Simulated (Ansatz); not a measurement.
**AlFGeH₄: up Jacob's ladder to CCSD(T)**

One table from this session's results is given with a row withheld; the runs are named, their logs left out.

Program: Ansatz 0.2.0, Gaussian basis. Level of theory: functionals in def2-TZVPP, the program's frozen cores in correlated methods. These are calculated values, not measurements.

The runs, in order: LDA (SPW92), PBE-D4, revPBE-D4, BLYP-D4, r2SCAN-D4, B97M-V, PBE0-D4, B3LYP-D4, r2SCANh-D4, r2SCAN0-D4, HSE06-D4, BHLYP-D4, CAM-B3LYP-D4, LC-ωPBE, ωB97X-V, ωB97M-V, B2PLYP, PBE-QIDH; CCSD(T)/def2-SVP; CCSD(T)/def2-TZVPP; MP2/def2-QZVPP; extrapolation to the limit; RPA on PBE.

## The relaxed structure

The geometry comes from an earlier relaxation with PBE0-D4 in a triple-zeta def2 set; it is a stationary point, not always the lowest conformer.

SMILES `[F][AlH][GeH3]`, 7 atoms, charge 0, spin multiplicity 1.

Atoms are counted from 1 here; the program's logs count them from 0.

Bond lengths: F1–Al2 1.652 Å, Al2–Ge3 2.469 Å, Al2–H4 1.581 Å, Ge3–H5 1.542 Å, Ge3–H6 1.538 Å, Ge3–H7 1.540 Å. Angles: F1–Al2–Ge3 116.8°, F1–Al2–H4 116.2°, Ge3–Al2–H4 126.9°, Al2–Ge3–H5 110.5°, Al2–Ge3–H6 112.6°, Al2–Ge3–H7 111.5°, H5–Ge3–H6 107.3°, H5–Ge3–H7 106.7°, H6–Ge3–H7 107.9°.

Set-up of the first run:

Contents of in.yaml:

```yaml
crystal:
  periodic: [false, false, false]
  atoms:
    - {symbol: F, position_ang: [-2.002038, -1.487760, 0.716483]}
    - {symbol: Al, position_ang: [-0.491467, -1.327136, 0.066551]}
    - {symbol: Ge, position_ang: [0.428226, 0.960289, -0.065095]}
    - {symbol: H, position_ang: [0.203956, -2.659855, -0.422582]}
    - {symbol: H, position_ang: [0.095684, 1.599173, -1.428005]}
    - {symbol: H, position_ang: [-0.136399, 1.886993, 1.024774]}
    - {symbol: H, position_ang: [1.963338, 0.960195, 0.062272]}
basis:
  gaussian: {orbitals: def2-TZVPP}
hamiltonian: {xc: lda}
output: {orbitals: {seedname: orbitals}}
```

Steps of the session up to this table: LDA; PBE-D4 (GGA); revPBE-D4 (GGA); BLYP-D4 (GGA); r2SCAN-D4 (meta-GGA); B97M-V (meta-GGA); PBE0-D4 (hybrid); B3LYP-D4 (hybrid); r2SCANh-D4 (hybrid); r2SCAN0-D4 (hybrid); HSE06-D4 (hybrid); BHLYP-D4 (hybrid); CAM-B3LYP-D4 (range-separated); LC-ωPBE-D4 (range-separated; the results give it without D4); ωB97X-V (range-separated); ωB97M-V (range-separated); B2PLYP (double hybrid); PBE-QIDH (double hybrid).

One table of the session follows, with a row left open; its other results are not shown here.

It belongs to the step «Frontier levels by functional». 

```
  functional  HOMO (eV)  LUMO (eV)  gap (eV)
 LDA (SPW92)      -6.83      -2.68      4.15
      PBE-D4      -6.74      -2.48      4.27
   revPBE-D4      -6.70      -2.38      4.32
     BLYP-D4      -6.62      -2.36      4.26
   r2SCAN-D4      -7.02      -2.23      4.79
      B97M-V          ?          ?         ?
     PBE0-D4      -7.86      -1.74      6.12
    B3LYP-D4      -7.67      -1.94      5.73
  r2SCANh-D4      -7.42      -1.97      5.45
  r2SCAN0-D4      -8.03      -1.60      6.44
    HSE06-D4      -7.47      -2.10      5.36
    BHLYP-D4      -8.87      -0.98      7.90
CAM-B3LYP-D4      -9.13      -0.78      8.34
     LC-ωPBE     -10.42       0.30     10.72
     ωB97X-V     -10.10       0.18     10.28
     ωB97M-V      -9.87      -0.08      9.79
```

**Question.** Estimate the row for B97M-V.

As computed: HOMO (eV): -7.10; LUMO (eV): -2.42; gap (eV): 4.68. In the column «HOMO (eV)» it lies between r2SCANh-D4 (-7.42) and r2SCAN-D4 (-7.02).
